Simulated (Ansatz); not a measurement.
# Ba2Tl5V3O12 (C2) in Ansatz: convergence with wavefunction cutoff

Aim: find how far wavefunction cutoff must go before the results for Ba2Tl5V3O12 settle, at PBE. This setting moves, with any that are tied to it; all else stays.

Program: Ansatz 0.2.0. These are calculated values, not measurements. Logs are shortened: lines on timing, memory, paths and dates and some standing lists are left out, and cuts for length are marked.

## Step 1: The structure

The structure is monoclinic, space group C2 (No. 5). The conventional cell has a = 12.980 Å, b = 13.354 Å, c = 6.079 Å, α = 90.00°, β = 109.30°, γ = 90.00°. Ba (site symmetry 2) is surrounded by 6 O at 2.58 to 2.76 Å. Around Ba (site symmetry 2) lie 8 O at 2.76 to 3.03 Å. V (site symmetry 1) has 4 O at 1.72 to 1.75 Å as nearest neighbours. V (site symmetry 2) has 4 O at 1.71 to 1.76 Å as nearest neighbours. Around Tl (site symmetry 1) lie 3 O at 2.57 to 2.74 Å. Tl (site symmetry 2) is surrounded by 4 O at 2.66 to 2.69 Å. Tl (site symmetry 1) has 3 O at 2.55 to 2.75 Å as nearest neighbours. O (site symmetry 1) is surrounded by 1 V at 1.75 Å.

The cell was built by a generator and needn't be a form met in nature.

## Step 2: With wavefunction cutoff 200 eV

input.yaml reads:

```yaml
crystal:
  lattice:
    - [6.48991, -6.67692, -0.04765]
    - [6.48991, 6.67692, -0.04765]
    - [-1.96739, 0.0, 5.7522]
  atoms:
    - { symbol: Ba, position: [0.47917, 0.52083, 0.0] }
    - { symbol: Ba, position: [0.79264, 0.20736, 0.0] }
    - { symbol: V, position: [0.65694, 0.94605, 0.25735], spin: 2.0 }
    - { symbol: V, position: [0.05395, 0.34306, 0.74265], spin: 2.0 }
    - { symbol: V, position: [0.57442, 0.42558, 0.5], spin: 2.0 }
    - { symbol: Tl, position: [0.49835, 0.85629, 0.63726] }
    - { symbol: Tl, position: [0.14371, 0.50165, 0.36274] }
    - { symbol: Tl, position: [0.01508, 0.98492, 0.5] }
    - { symbol: Tl, position: [0.30964, 0.12677, 0.21892] }
    - { symbol: Tl, position: [0.87323, 0.69036, 0.78108] }
    - { symbol: O, position: [0.0039, 0.26325, 0.44275] }
    - { symbol: O, position: [0.59719, 0.60676, 0.67706] }
    - { symbol: O, position: [0.91333, 0.4282, 0.84635] }
    - { symbol: O, position: [0.52536, 0.79943, 0.20594] }
    - { symbol: O, position: [0.68766, 0.41628, 0.31356] }
    - { symbol: O, position: [0.09251, 0.20316, 0.88601] }
    - { symbol: O, position: [0.58372, 0.31234, 0.68644] }
    - { symbol: O, position: [0.79684, 0.90749, 0.11399] }
    - { symbol: O, position: [0.5718, 0.08667, 0.15365] }
    - { symbol: O, position: [0.20057, 0.47464, 0.79406] }
    - { symbol: O, position: [0.73675, 0.9961, 0.55725] }
    - { symbol: O, position: [0.39324, 0.40281, 0.32294] }
hamiltonian:
  xc: pbe
  pseudopotentials: { kind: paw }
magnetization:
  spin_polarized: true
kpoints:
  mp_grid: { grid: [2, 2, 3] }
scf:
  occupations: { method: fermi_dirac, width: 0.05 }
output:
  forces: true
  stress: true
  eigenvalues: true
basis:
  ecutwfc: "200 eV"
```

Potentials or basis: Ansatz PAW.

Command:

```
$ ansatz run input.yaml --threads 8 --pin off --max-ram 20480MiB --backend cpu --events-out ev --progress --plain --runs-dir out
```

Standard output:

```text
Warning: basis.ecutwfc = 200 eV is below the records' recommended 420 eV, and the density's cutoff is lower with it unless basis.ecutrho_ratio is high enough to keep the records' density cutoff: compare with a run at a higher cutoff
Warning: RAYON_NUM_THREADS=8 ignored (pool sized by the plan → 8); use --threads N
Engine: ansatz 0.2.0, aarch64-unknown-linux-gnu
Pseudopotentials: kind: paw
Pseudopotential: Ba, paw, valence charge 10, recommended cutoff 420 eV (normal), Ba.paw.azcp
Pseudopotential: V, paw, valence charge 13, recommended cutoff 420 eV (normal), V.paw.azcp
Pseudopotential: Tl, paw, valence charge 13, recommended cutoff 420 eV (normal), Tl.paw.azcp
Pseudopotential: O, paw, valence charge 6, recommended cutoff 420 eV (normal), O.paw.azcp
Functional definition: PBE
  parameter kappa = 0.804
  parameter beta = 0.06672455060314922
  exchange = pbe_x(kappa = kappa, mu = beta*pi^2/3)
  correlation = pbe_c(beta = beta)
Crystal: 22 atoms, lattice volume = 497.264 Å³
Basis set: ecut = 200 eV, 3189 PW (Γ), exchange–correlation on 90×90×60 points (8 copies of the dense FFT grid, shifted against one another)
Bands: 123, of which v1, the nominal top of the filled ones, is band 98 counted from 1 (97 counted from 0)
Symmetry: 2 space group operations
Space group: C2 (ITA 5), of the structure as read, at distance tolerance 7.9e-5 Å
Magnetic group: BNS 5.13 (UNI 20), of the structure as read, at distance tolerance 7.9e-5 Å
k-points: 6 of 12 (time reversal used)
[... 49 lines left out ...]
  E_nonlocal   = 1915.848410
  E_hartree    = 8119.819063
  E_xc         = -2832.606623
  E_vxc        = -2693.792336  (∫ρ·V_xc dr)
  E_paw        = -66386.608523  (= ΣΔE_a)
  E_vpaw       = -2352.492619  (= ΣTr[D̂ρ^β])
  E_aug_tail   = 0.234190  (compensation charges beyond the density's cutoff)
  E_ewald      = -10660.611122
  E_smearing   = -0.000000  (= −TS)
  E_closure    = -0.000000  (closes the sum)
  Σ components = -84558.032633   (vs F -84558.032633, Δ=0.00e0)
--- Forces (eV/Å), atoms counted from 1 ---
  atom   1  Ba     0.00000000     0.05949939     0.00000000
  atom   2  Ba     0.00000000     0.02193686     0.00000000
  atom   3  V     -0.09882951     0.09748578    -0.10121486
  atom   4  V      0.09882951     0.09748578     0.10121486
  atom   5  V      0.00000000    -0.43386590     0.00000000
  atom   6  Tl    -0.09109038    -0.25451875     0.13803183
[... 14 lines left out ...]
  atom  21  O      0.40049723    -0.20646252     2.20916364
  atom  22  O     -1.66943714     1.42741056    -1.21523201
  max |Σ_I F_I| component: 8.89e-5 eV/Å
--- Stress (GPa, compression-positive) ---
        4.724199       0.000000      -0.706439
        0.000000       3.920973       0.000000
       -0.706439       0.000000       4.957480
  P = ⅓ Tr σ = 4.5342 GPa (45.342 kbar)
--- Band table (eV; the first three rows and the last of 12) ---
  k-point 0 ↑: bands = ["-61.4510", "-61.3348", "-61.3328", "-34.7655", "-34.7349", "-34.7139", "-34.6726", "-34.6546", "-34.6235", "-34.6002", "-34.5958", "-34.5746", "-20.8098", "-20.7635", "-13.5678", "-13.4416", "-13.4043", "-13.3746", "-13.0676", "-13.0426", "-12.9954", "-12.9859", "-12.9617", "-12.9073", "-12.8516", "-12.6980", "-6.3920", "-6.3917", "-6.3659", "-6.3649", "-6.3355", "-6.3240", "-6.3123", "-6.2829", "-6.2712", "-6.2440", "-6.2315", "-6.2246", "-6.2087", "-6.2077", "-6.2007", "-6.1729", "-6.1690", "-6.1585", "-6.1463", "-6.1320", "-6.1246", "-6.1218", "-6.0940", "-6.0777", "-6.0682", "-6.0367", "-6.0365", "-6.0099", "-6.0090", "-5.9833", "-5.9232", "-0.8891", "-0.6344", "-0.5016", "-0.4081", "-0.2124", "0.9470", "1.0814", "1.1996", "1.2093", "1.2840", "1.3094", "1.3541", "1.4296", "1.4944", "1.5070", "1.6083", "1.6781", "1.7626", "1.9757", "2.0229", "2.0836", "2.2507", "2.4250", "2.4809", "2.5790", "2.7282", "2.8330", "2.8734", "2.9586", "3.0637", "3.0879", "3.1451", "3.3830", "3.4433", "3.5191", "3.5289", "3.6392", "3.6548", "3.8528", "3.9068", "3.9393", "6.8488", "7.5835", "7.7348", "7.7461", "7.8853", "7.9737", "7.9812", "8.1941", "8.3169", "8.3791", "8.6618", "8.7066", "9.0734", "9.1203", "9.2220", "9.2728", "9.3050", "9.4819", "9.5968", "9.7054", "9.8330", "9.9170", "9.9723", "10.0678", "10.1780"]
  k-point 1 ↑: bands = ["-61.4547", "-61.3402", "-61.3340", "-34.7788", "-34.7355", "-34.7282", "-34.6834", "-34.6549", "-34.6339", "-34.6229", "-34.5919", "-34.5743", "-20.8092", "-20.7663", "-13.6366", "-13.4366", "-13.3870", "-13.3404", "-13.0557", "-13.0380", "-12.9993", "-12.9889", "-12.9755", "-12.8950", "-12.8714", "-12.7105", "-6.3947", "-6.3768", "-6.3685", "-6.3437", "-6.3410", "-6.3177", "-6.3163", "-6.3003", "-6.2852", "-6.2578", "-6.2516", "-6.2492", "-6.2240", "-6.2112", "-6.1937", "-6.1912", "-6.1848", "-6.1704", "-6.1669", "-6.1532", "-6.1336", "-6.1090", "-6.0930", "-6.0814", "-6.0754", "-6.0650", "-6.0395", "-6.0100", "-5.9974", "-5.9664", "-5.9324", "-0.8639", "-0.7639", "-0.6534", "-0.4110", "-0.2212", "1.0449", "1.0621", "1.0957", "1.2036", "1.2636", "1.3439", "1.3628", "1.4078", "1.4543", "1.5130", "1.5981", "1.6718", "1.7822", "2.0273", "2.0972", "2.1255", "2.1847", "2.3337", "2.5175", "2.5285", "2.6569", "2.7602", "2.8571", "2.9888", "3.0961", "3.1641", "3.3220", "3.3766", "3.4662", "3.5161", "3.6213", "3.6541", "3.7323", "3.8153", "3.8731", "3.9859", "7.1624", "7.3373", "7.4415", "7.6832", "7.7655", "7.9375", "7.9451", "8.0746", "8.1891", "8.2581", "8.5019", "8.6788", "8.8832", "8.8986", "9.0899", "9.2004", "9.2649", "9.3023", "9.5119", "9.6233", "9.7167", "9.8528", "9.9160", "10.1792", "10.3421"]
  k-point 2 ↑: bands = ["-61.4496", "-61.3373", "-61.3260", "-34.7478", "-34.7291", "-34.7212", "-34.6719", "-34.6334", "-34.6126", "-34.6097", "-34.5882", "-34.5648", "-20.8081", "-20.7634", "-13.5643", "-13.4420", "-13.4079", "-13.3687", "-13.0622", "-13.0365", "-12.9907", "-12.9837", "-12.9618", "-12.9078", "-12.8634", "-12.7016", "-6.3848", "-6.3717", "-6.3587", "-6.3399", "-6.3245", "-6.3203", "-6.3151", "-6.2856", "-6.2756", "-6.2485", "-6.2377", "-6.2241", "-6.2094", "-6.2011", "-6.1806", "-6.1740", "-6.1665", "-6.1490", "-6.1375", "-6.1251", "-6.1121", "-6.1019", "-6.0947", "-6.0753", "-6.0631", "-6.0556", "-6.0478", "-6.0092", "-6.0060", "-5.9711", "-5.9262", "-0.9258", "-0.6921", "-0.5024", "-0.4499", "0.0853", "0.9991", "1.1180", "1.1394", "1.2065", "1.2550", "1.3224", "1.3915", "1.4602", "1.4751", "1.5101", "1.5670", "1.7053", "1.7638", "1.9624", "2.0645", "2.1434", "2.1970", "2.3076", "2.5028", "2.6763", "2.7048", "2.7813", "2.8919", "2.9556", "2.9832", "3.1427", "3.2558", "3.3265", "3.3822", "3.4973", "3.5605", "3.6165", "3.7332", "3.8184", "3.9177", "3.9461", "7.2080", "7.4734", "7.6111", "7.7693", "7.9013", "7.9464", "8.0400", "8.0734", "8.3081", "8.4875", "8.7478", "8.8580", "8.9716", "9.1504", "9.2680", "9.2757", "9.3768", "9.4523", "9.5495", "9.5623", "9.7448", "9.8331", "9.9690", "10.0355", "10.2304"]
  k-point 5 ↓: bands = ["-61.4591", "-61.3448", "-61.3387", "-34.7942", "-34.7473", "-34.7321", "-34.6816", "-34.6693", "-34.6463", "-34.6327", "-34.6185", "-34.5954", "-20.8128", "-20.7701", "-13.6387", "-13.4355", "-13.3921", "-13.3432", "-13.0730", "-13.0299", "-13.0108", "-13.0003", "-12.9717", "-12.8955", "-12.8727", "-12.7126", "-6.4015", "-6.3912", "-6.3813", "-6.3593", "-6.3545", "-6.3391", "-6.3185", "-6.3092", "-6.3001", "-6.2739", "-6.2532", "-6.2380", "-6.2355", "-6.2298", "-6.2086", "-6.2002", "-6.1895", "-6.1795", "-6.1630", "-6.1484", "-6.1335", "-6.1240", "-6.1088", "-6.0938", "-6.0775", "-6.0678", "-6.0454", "-6.0199", "-6.0132", "-5.9618", "-5.9472", "-0.9863", "-0.8106", "-0.6171", "-0.2429", "-0.1915", "1.0391", "1.1061", "1.1367", "1.1904", "1.2244", "1.3194", "1.3211", "1.3452", "1.4224", "1.4823", "1.6408", "1.6728", "1.7622", "1.9841", "2.0230", "2.0687", "2.1386", "2.3734", "2.4384", "2.4546", "2.6488", "2.7237", "2.9671", "3.0207", "3.0744", "3.1011", "3.2195", "3.3440", "3.4267", "3.4398", "3.5412", "3.6046", "3.7164", "3.8489", "3.8666", "3.9377", "7.2690", "7.3649", "7.4329", "7.5744", "7.8007", "7.9076", "7.9488", "8.0121", "8.2126", "8.3193", "8.4468", "8.7201", "8.9166", "9.0619", "9.1233", "9.1737", "9.3102", "9.3919", "9.4619", "9.5987", "9.7013", "9.7143", "9.8617", "9.9344", "10.1548"]
```

Wall time 9.2 s (8 threads of Arm Neoverse V1, shared host); peak memory 1.1 GiB.

Results:

```yaml
Free_energy: -84558.0326 eV
Pressure: 4.5 GPa
Largest_force: 2.510 eV/Å
Band_gap_on_the_k_mesh: 2.85 eV, indirect (least direct gap 2.91 eV)
Net_moment: 0.00 μB per cell
Absolute_moment: 0.00 μB per cell
```

## Step 3: With wavefunction cutoff 250 eV

Edit input.yaml of step 2 so:

```diff
@@ -42,2 +42,2 @@
 basis:
-  ecutwfc: "200 eV"
+  ecutwfc: "250 eV"
```

Potentials or basis: Ansatz PAW.

Command:

```
$ ansatz run input.yaml --threads 8 --pin off --max-ram 20480MiB --backend cpu --events-out ev --progress --plain --runs-dir out
```

Wall time 10 s (8 threads of Arm Neoverse V1, shared host); peak memory 1.4 GiB.

What came out:

| Property | Result |
| --- | --- |
| Free energy | -84652.7167 eV |
| Pressure | 1.6 GPa |
| Largest force | 0.598 eV/Å |
| Band gap on the k mesh | 2.92 eV, indirect (least direct gap 2.94 eV) |
| Net moment | 0.00 μB per cell |
| Absolute moment | 0.00 μB per cell |

## Step 4: With wavefunction cutoff 300 eV

Edit input.yaml of step 3 so:

```diff
@@ -42,2 +42,2 @@
 basis:
-  ecutwfc: "250 eV"
+  ecutwfc: "300 eV"
```

Command:

```
$ ansatz run input.yaml --threads 8 --pin off --max-ram 20480MiB --backend cpu --events-out ev --progress --plain --runs-dir out
```

Wall time 15 s (8 threads of Arm Neoverse V1, shared host); peak memory 1.6 GiB.

What came out:

* Free energy: -84675.4521 eV
* Pressure: -0.1 GPa
* Largest force: 0.089 eV/Å
* Band gap on the k mesh: 2.90 eV, indirect (least direct gap 2.95 eV)
* Net moment: 0.00 μB per cell
* Absolute moment: 0.00 μB per cell

## Step 5: With wavefunction cutoff 350 eV

Edit input.yaml of step 4 so:

```diff
@@ -42,2 +42,2 @@
 basis:
-  ecutwfc: "300 eV"
+  ecutwfc: "350 eV"
```

Command:

```
$ ansatz run input.yaml --threads 8 --pin off --max-ram 20480MiB --backend cpu --events-out ev --progress --plain --runs-dir out
```

Wall time 18 s (8 threads of Arm Neoverse V1, shared host); peak memory 1.9 GiB.

Results:

| Item | Value |
| --- | --- |
| Free energy | -84680.3510 eV |
| Pressure | -0.1 GPa |
| Largest force | 0.026 eV/Å |
| Band gap on the k mesh | 2.91 eV, indirect (least direct gap 2.95 eV) |
| Net moment | 0.00 μB per cell |
| Absolute moment | 0.00 μB per cell |

## Step 6: With wavefunction cutoff 400 eV

Edit input.yaml of step 5 so:

```diff
@@ -42,2 +42,2 @@
 basis:
-  ecutwfc: "350 eV"
+  ecutwfc: "400 eV"
```

Potentials or basis: Ansatz PAW.

Command:

```
$ ansatz run input.yaml --threads 8 --pin off --max-ram 20480MiB --backend cpu --events-out ev --progress --plain --runs-dir out
```

Wall time 22 s (8 threads of Arm Neoverse V1, shared host); peak memory 2.3 GiB.

The run converged. Its results:

```yaml
Free_energy: -84681.3264 eV
Pressure: 0.0 GPa
Largest_force: 0.005 eV/Å
Band_gap_on_the_k_mesh: 2.91 eV, indirect (least direct gap 2.95 eV)
Net_moment: 0.00 μB per cell
Absolute_moment: 0.00 μB per cell
```

## Step 7: With wavefunction cutoff 450 eV

Edit input.yaml of step 6 so:

```diff
@@ -42,2 +42,2 @@
 basis:
-  ecutwfc: "400 eV"
+  ecutwfc: "450 eV"
```

Command:

```
$ ansatz run input.yaml --threads 8 --pin off --max-ram 20480MiB --backend cpu --events-out ev --progress --plain --runs-dir out
```

Run time: 24 s. Hardware: 8 threads of Arm Neoverse V1, shared host; peak memory 2.6 GiB.

Results (log left out):

- Free energy: -84681.4835 eV
- Pressure: 0.0 GPa
- Largest force: 0.006 eV/Å
- Band gap on the k mesh: 2.91 eV, indirect (least direct gap 2.95 eV)
- Net moment: 0.00 μB per cell
- Absolute moment: 0.00 μB per cell

## Step 8: With wavefunction cutoff 500 eV

Edit input.yaml of step 7 so:

```diff
@@ -42,2 +42,2 @@
 basis:
-  ecutwfc: "450 eV"
+  ecutwfc: "500 eV"
```

Command:

```
$ ansatz run input.yaml --threads 8 --pin off --max-ram 20480MiB --backend cpu --events-out ev --progress --plain --runs-dir out
```

Wall time 31 s (8 threads of Arm Neoverse V1, shared host); peak memory 2.9 GiB.

Results (log left out):

```yaml
Free_energy: -84681.5009 eV
Pressure: 0.0 GPa
Largest_force: 0.006 eV/Å
Band_gap_on_the_k_mesh: 2.91 eV, indirect (least direct gap 2.95 eV)
Net_moment: 0.00 μB per cell
Absolute_moment: 0.00 μB per cell
```

## Step 9: With wavefunction cutoff 600 eV

Edit input.yaml of step 8 so:

```diff
@@ -42,2 +42,2 @@
 basis:
-  ecutwfc: "500 eV"
+  ecutwfc: "600 eV"
```

Potentials or basis: Ansatz PAW.

Command:

```
$ ansatz run input.yaml --threads 8 --pin off --max-ram 20480MiB --backend cpu --events-out ev --progress --plain --runs-dir out
```

It took 39 s on 8 threads of Arm Neoverse V1, shared host; peak memory 3.7 GiB.

Results (log left out):

| Property | Result |
| --- | --- |
| Free energy | -84681.5113 eV |
| Pressure | 0.0 GPa |
| Largest force | 0.006 eV/Å |
| Band gap on the k mesh | 2.91 eV, indirect (least direct gap 2.95 eV) |
| Net moment | 0.00 μB per cell |
| Absolute moment | 0.00 μB per cell |

## Step 10: With wavefunction cutoff 800 eV

Edit input.yaml of step 9 so:

```diff
@@ -42,2 +42,2 @@
 basis:
-  ecutwfc: "600 eV"
+  ecutwfc: "800 eV"
```

Command:

```
$ ansatz run input.yaml --threads 8 --pin off --max-ram 20480MiB --backend cpu --events-out ev --progress --plain --runs-dir out
```

Wall time 60 s (8 threads of Arm Neoverse V1, shared host); peak memory 5.4 GiB.

It converged, with:

| Quantity | Value |
| --- | --- |
| Free energy | -84681.5180 eV |
| Pressure | 0.0 GPa |
| Largest force | 0.007 eV/Å |
| Band gap on the k mesh | 2.91 eV, indirect (least direct gap 2.95 eV) |
| Net moment | 0.00 μB per cell |
| Absolute moment | 0.00 μB per cell |

## Step 11: Result

```
wavefunction cutoff  energy less the tightest run, at zero smearing (meV/atom)  pressure (GPa)  largest force (eV/Å)  gap on the mesh (eV)  SCF cycles  CPU time (s)  peak memory (GiB)
             200 eV                                                    5612.97            4.53                 2.510                 2.849          16            68                1.1
             250 eV                                                    1309.15            1.59                 0.598                 2.917          15            78                1.4
             300 eV                                                     275.72           -0.09                 0.089                 2.903          16           110                1.6
             350 eV                                                      53.04           -0.06                 0.026                 2.906          17           130                1.9
             400 eV                                                       8.71            0.00                 0.005                 2.907          17           170                2.3
             450 eV                                                       1.57            0.01                 0.006                 2.908          17           180                2.6
             500 eV                                                       0.78            0.01                 0.006                 2.907          17           240                2.9
             600 eV                                                       0.30            0.00                 0.006                 2.908          17           310                3.7
             800 eV                                                       0.00            0.00                 0.007                 2.907          17           470                5.4
```

Against the tightest run, the energy stays within 1 meV/atom from 500 eV on; the pressure stays within 0.1 GPa from 300 eV on; the largest force stays within 0.005 eV/Å from 400 eV on; the gap on the mesh stays within 0.01 eV from 250 eV on. The tightest run that finished is the yardstick and may itself not be fully converged.

Caveats: odd divisions of the mesh miss points on the zone boundary, where band edges often lie, so the gap on the mesh can be too wide; spin-orbit coupling is left out, which as a rule narrows the gap of such compounds by several tenths of an eV; the starting moments weren't kept.
